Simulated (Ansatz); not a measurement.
# CHGa2 (quartet): from Hartree-Fock to the top rungs, cc-pVTZ

The task here is to estimate one member of a computed series from the others.

The runs use Ansatz 0.2.0, Gaussian basis; cc-pVTZ, core rule «outside noble gas», up to 29 orbitals frozen.

The runs, in order: UHF; CCSD(T) on ROHF; CCSD(T) on UHF; BCCD(T) on ROHF; CCSDT(Q) on ROHF; CCSDT(Q) on UHF.

3 further runs of the same task are left out: 3 set aside as unsound or not needed. Runs told in other sessions of the task aren't counted.

## What is computed

The geometry is a PBE0/def2-TZVP stationary point (not a proven minimum). No spin-orbit coupling is included. The filled d shell of Ga may be among the frozen orbitals whatever the setting's name suggests.

4 atoms, charge 0, spin multiplicity 4.

Atoms are counted from 1 here; the program's logs count them from 0.

Bond lengths: Ga1–C2 2.021 Å, C2–Ga3 2.001 Å, Ga3–H4 1.615 Å. Angles: Ga1–C2–Ga3 175.9°, C2–Ga3–H4 115.6°.

The first run:

Contents of in.yaml:

```yaml
crystal:
  periodic: [false, false, false]
  atoms:
    - {symbol: Ga, position_ang: [-0.000039, -0.311616, 2.680606]}
    - {symbol: C, position_ang: [0.000076, -0.414160, 0.662323]}
    - {symbol: Ga, position_ang: [-0.000040, -0.372809, -1.338163]}
    - {symbol: H, position_ang: [0.000002, 1.098586, -2.004765]}
basis:
  gaussian: {orbitals: cc-pVTZ}
magnetization: {spin_polarized: true, initial_magnetization: 3}
hamiltonian: {xc: hf}
output: {orbitals: {seedname: orbitals}}
```

Launch:

```
$ ansatz run in.yaml --threads 1 --pin off --events-out ev --progress --plain --max-ram 2816MiB --backend cpu
```

Steps of the session up to this table: UHF; CCSD(T) on ROHF; CCSD(T) on UHF; BCCD(T) on ROHF; CCSDT(Q) on ROHF; CCSDT(Q) on UHF.

One of the session's tables, all rows but one given; the rest of the session is left out.

| method | from UCCSDT(Q) (kcal/mol) |
| --- | --- |
| ROHF | +163.50 |
| UHF | +158.58 |
| RMP2 | +30.56 |
| UMP2 | ? |
| RCCSD | +8.05 |
| UCCSD | +7.70 |
| RCCSD(T) | +1.59 |
| UCCSD(T) | +1.41 |
| BCCD(T) | +1.55 |
| RCCSDT | +0.62 |
| UCCSDT | +0.40 |
| RCCSDT(Q) | +0.24 |
| UCCSDT(Q) | 0 |

Q: Estimate the row for UMP2 from the others.

The run gave: from UCCSDT(Q) (kcal/mol): +31.01. In the column «from UCCSDT(Q) (kcal/mol)» it lies between RMP2 (+30.56) and UHF (+158.58).

With the free atoms at the same levels and basis (separate runs), the atomisation energy is 7.271 eV at UCCSDT(Q), 7.241 eV at RCCSD(T), 7.239 eV at UCCSD(T), 5.521 eV at ROHF.

Caveats from the session: Restricted and unrestricted rows rest on different reference determinants; a gap between their highest levels can come from leftover correlation error, from unlike frozen cores or from another state.
